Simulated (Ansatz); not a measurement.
# SbH+ (doublet): from Hartree-Fock to the top rungs, def2-SVP

How much of the correlation energy of SbH+ (doublet) does each wave-function method recover here?

Program: Ansatz 0.2.0, Gaussian basis. Level of theory: def2-SVP, core rule «outside noble gas», up to 9 orbitals frozen. These are calculated values, not measurements.

The runs, in order: UHF; CCSD(T) on ROHF; CCSD(T) on UHF; BCCD(T) on ROHF; CISD; CCSDT(Q) on ROHF; CCSDT(Q) on UHF; CISDTQ; CCSDTQ on ROHF; CCSDTQ on UHF; CASSCF and MRCISD+Q, 5 electrons in 5 orbitals; CASSCF and MRCISD+Q(relaxed), 5 electrons in 5 orbitals; CASSCF and NEVPT2, 5 electrons in 5 orbitals; Full CI.

12 further runs of the same task are left out: 3 that didn't finish, 9 set aside as unsound or not needed.

### 1 What is computed

The geometry is a PBE0/def2-TZVP stationary point (not a proven minimum) of the parent state, kept for this charge and spin. No spin-orbit coupling is included. Elements past krypton take def2 core potentials.

2 atoms, charge 1, spin multiplicity 2.

Atoms are counted from 1 here; the program's logs count them from 0.

Bond lengths: Sb1–H2 1.713 Å.

### 2 UHF

File in.yaml:

```yaml
crystal:
  periodic: [false, false, false]
  atoms:
    - {symbol: Sb, position_ang: [0.000000, 0.000000, 0.000000]}
    - {symbol: H, position_ang: [0.000000, 0.000000, 1.713000]}
basis:
  gaussian: {orbitals: def2-SVP}
total_charge: 1
magnetization: {spin_polarized: true, initial_magnetization: 1}
hamiltonian: {xc: hf}
output: {orbitals: {seedname: orbitals}}
```

Command:

```sh
> ansatz run in.yaml --threads 1 --pin off --events-out ev --progress --plain --max-ram 2393MiB
```

Further steps of the session: CCSD(T) on ROHF; CCSD(T) on UHF; BCCD(T) on ROHF; CISD; CCSDT(Q) on ROHF; CCSDT(Q) on UHF; CISDTQ; CCSDTQ on ROHF; CCSDTQ on UHF; CASSCF and MRCISD+Q, 5 electrons in 5 orbitals; CASSCF and MRCISD+Q(relaxed), 5 electrons in 5 orbitals; CASSCF and NEVPT2, 5 electrons in 5 orbitals; Full CI.

**Question.** What will the summary of the whole plan be? Wanted: FCI below the RHF energy; RMP2 from FCI; UMP2 from FCI; RCCSD from FCI; RCCSD(T) from FCI; UCCSD(T) from FCI; RCCSDT(Q) from FCI; UCCSDT(Q) from FCI; NEVPT2 valence from FCI.

**Answer**, as computed:

| quantity | value |
| --- | --- |
| FCI below the RHF energy | -2.2037 eV |
| RMP2 from FCI | +590.3 meV |
| UMP2 from FCI | +586.8 meV |
| RCCSD from FCI | +46.3 meV |
| RCCSD(T) from FCI | +11.1 meV |
| UCCSD(T) from FCI | +4.9 meV |
| RCCSDT(Q) from FCI | -0.3 meV |
| UCCSDT(Q) from FCI | -6.3 meV |
| NEVPT2 valence from FCI | +350.2 meV |
| MRCISD+Q valence from FCI | -6.9 meV |
| MRCISD+Q(relaxed) valence from FCI | -21.9 meV |
| levels within 1 kcal/mol (43 meV) | UCCSD, RCCSD(T), UCCSD(T), BCCD(T), RCCSDT, UCCSDT, CISDTQ, RCCSDT(Q), UCCSDT(Q), RCCSDTQ, UCCSDTQ, MRCISD valence, MRCISD+Q valence, MRCISD+Q(relaxed) valence |
| T1 diagnostic | 0.019 |
| effectively unpaired electrons | 1.04 |

What this shows: RCCSD(T) misses by +11.1 meV, 0.5 % of the correlation energy. UCCSDT, UCCSDT(Q), UCCSDTQ, MRCISD+Q valence, MRCISD+Q(relaxed) valence fall below full CI: unrestricted runs freeze a spin-polarised core, another one than full CI's, and coupled cluster isn't variational. One determinant dominates. Of the multireference levels listed MRCISD+Q valence comes nearest in total energy (-6.9 meV), which doesn't show that its space is the better one. These misses are within one basis, not against nature; the frozen cores of restricted and unrestricted runs differ, which can shift their rows.
